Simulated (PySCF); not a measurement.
# CaN: bond curves at several levels of theory

What are the lowest state that PBE0 finds, the bond length, vibrational wavenumber and bond energy of CaN, and how much do these hang on the method?

Computed with PySCF 2.14.0. Level: Ca pcseg-1, N pcseg-1, no relativity.

## Step 1: Set-up

A driver script around PySCF takes these settings:

```
atoms                         : Ca, N
charge                        : 0
basis                         : Ca pcseg-1, N pcseg-1
Hamiltonian                   : no relativity
basis functions               : 38
electrons treated             : 27
masses in u                   : 39.9626, 14.0031
levels                        : PBE0, PBE, r²SCAN, M06, M06-2X, PBEsol, HF, MP2, SCS-MP2, CCSD, CCSD(T)
grid                          : 80 radial by 434 angular points
occupations                   : held fixed by the projection of orbital angular momentum
dissociation limit            : Ca + N, each in its ground configuration
starting distance in angstrom : 2.245
values of 2S to try           : 1, 3
```

The runs that follow: PBE0 along the bond; Excited determinants; PBE (GGA); r²SCAN (meta-GGA); M06; M06-2X (hybrid meta-GGA); PBEsol (GGA); UHF (mean field); Adding correlation.

**Question.** What will these runs give? Wanted: for each run, Re; ωe; De; μ.

As calculated:

Lowest PBE0 solution found, without spin–orbit coupling: ⁴Σ⁻ (quartet), unpaired electrons σ ↑, π ↑↑. State 2 has its PBE0 minimum 0.05 eV higher, as a spin-mixed determinant (⟨S²⟩ = 1.56), so this is no gap between pure states. State 3 has its PBE0 minimum 0.05 eV higher, as a spin-mixed determinant (⟨S²⟩ = 1.76), so this is no gap between pure states. State 4 has its PBE0 minimum 0.20 eV higher. The other levels ran on the lowest alone.

```csv
level,Re (Å),ωe (cm⁻¹),De (eV),μ (D)
UHF-CCSD,2.365,367,0.307,n/a
UHF-CCSD(T),2.377,349,0.341,n/a
PBE,2.246,444,1.71,-3.35
PBEsol,2.229,456,1.76,-3.34
r²SCAN,2.242,462,1.59,-3.68
PBE0,2.247,453,1.36,-3.81
M06-2X,2.317,408,1.09,-3.88
```

De is counted to Ca + N in their ground configurations. A positive dipole means Ca(−)N(+). No constants: UHF (fits of two degrees disagree); UHF-MP2 (fits of two degrees disagree); UHF-SCS-MP2 (fits of two degrees disagree); M06 (the points don't follow one smooth fit).

In words: The methods spread over 0.149 Å in bond length, from PBEsol to UHF-CCSD(T). CCSD(T) can't serve as the judge here: for a weak bond in this basis it is far from its limit. Among the levels with a De in the table, it runs from 0.307 eV (UHF-CCSD) to 1.76 eV (PBEsol).

Correlated steps freeze 6 core orbitals. A negative De means that the minimum lies above the separated atoms at that level.
